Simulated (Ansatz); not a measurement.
**CoGe+ (triplet): the correlation ladder, def2-SVP**

An exercise on one series of results from a longer session: the logs are not shown, and one member is left open.

Computed with Ansatz 0.2.0, Gaussian basis. Level: def2-SVP, core rule «outside noble gas», up to 23 orbitals frozen.

To be run: UHF; CCSD(T) on ROHF; CCSD(T) on UHF; CISD as a restricted active space (open shells left free, so some higher excitations enter); CCSDT(Q) on ROHF; CCSDT(Q) on UHF; CASSCF and MRCISD+Q, 12 electrons in 10 orbitals; CASSCF and NEVPT2, 12 electrons in 10 orbitals.

19 further runs of the same task are left out: 2 for a known fault of the program, 6 that didn't finish, 11 set aside as unsound or not needed. Runs told in other sessions of the task aren't counted.

**The geometry**

The geometry is a PBE0/def2-TZVP stationary point (not a proven minimum) of the parent state, kept for this charge and spin. No spin-orbit coupling is included. The filled d shell of Ge may be among the frozen orbitals whatever the setting's name suggests.

2 atoms, charge 1, spin multiplicity 3.

Atoms are counted from 1 here; the program's logs count them from 0.

Bond lengths: Co1–Ge2 2.312 Å.

The first run:

in.yaml reads:

```yaml
crystal:
  periodic: [false, false, false]
  atoms:
    - {symbol: Co, position_ang: [0.000000, 0.000000, 0.000000]}
    - {symbol: Ge, position_ang: [0.000000, 0.000000, 2.312000]}
basis:
  gaussian: {orbitals: def2-SVP}
total_charge: 1
magnetization: {spin_polarized: true, initial_magnetization: 2}
hamiltonian: {xc: hf}
output: {orbitals: {seedname: orbitals}}
```

Launch:

```bash
> ansatz run in.yaml --threads 1 --pin off --events-out ev --progress --plain --max-ram 2393MiB
```

Among the steps run: UHF; CCSD(T) on ROHF; CCSD(T) on UHF; CISD as a restricted active space (open shells left free, so some higher excitations enter); CCSDT(Q) on ROHF; CCSDT(Q) on UHF; CASSCF and MRCISD+Q, 12 electrons in 10 orbitals; CASSCF and NEVPT2, 12 electrons in 10 orbitals.

One of the session's tables, all rows but one given; the rest of the session is left out.

| method | from RCCSDT(Q) (meV) |
| --- | --- |
| ROHF | ? |
| UHF | +6998.0 |
| RMP2 | +1580.3 |
| UMP2 | +1950.7 |
| CISD | +1944.5 |
| RCCSD | +1015.1 |
| UCCSD | +902.7 |
| RCCSD(T) | +390.8 |
| UCCSD(T) | +562.8 |
| RCCSDT | +262.9 |
| UCCSDT | +321.6 |
| RCCSDT(Q) | 0 |
| UCCSDT(Q) | +130.8 |
| CASSCF valence | +5975.9 |
| NEVPT2 valence | +1268.2 |
| MRCISD valence | +804.6 |
| MRCISD+Q valence | +430.2 |

Q: Estimate the row for ROHF from the others.

**Answer.** from RCCSDT(Q) (meV): +8849.3. In the column «from RCCSDT(Q) (meV)» it is the highest.

The program flags RCCSD(T), RCCSDT(Q) as in doubt (see the logs), so the zero of the table is itself unsure.

Caveats from the session: The determinant of HF (⟨S²⟩ 3.38) is far from a pure spin state, so its energy mixes those of several spin states; that is harmless only where they are near-degenerate. The determinant of CCSD(T) (⟨S²⟩ 3.38) is far from a pure spin state, so its energy mixes those of several spin states; high orders of coupled cluster remove much of that, low ones don't. The determinant of CCSDT(Q) (⟨S²⟩ 3.38) is far from a pure spin state, so its energy mixes those of several spin states; high orders of coupled cluster remove much of that, low ones don't. The program flags RCCSD(T), RCCSDT(Q) as in doubt, so the zero of the table is itself unsure. Warnings: spin contamination; large T1 diagnostic. Restricted and unrestricted rows rest on different reference determinants; a gap between their highest levels can come from leftover correlation error, from unlike frozen cores or from another state.
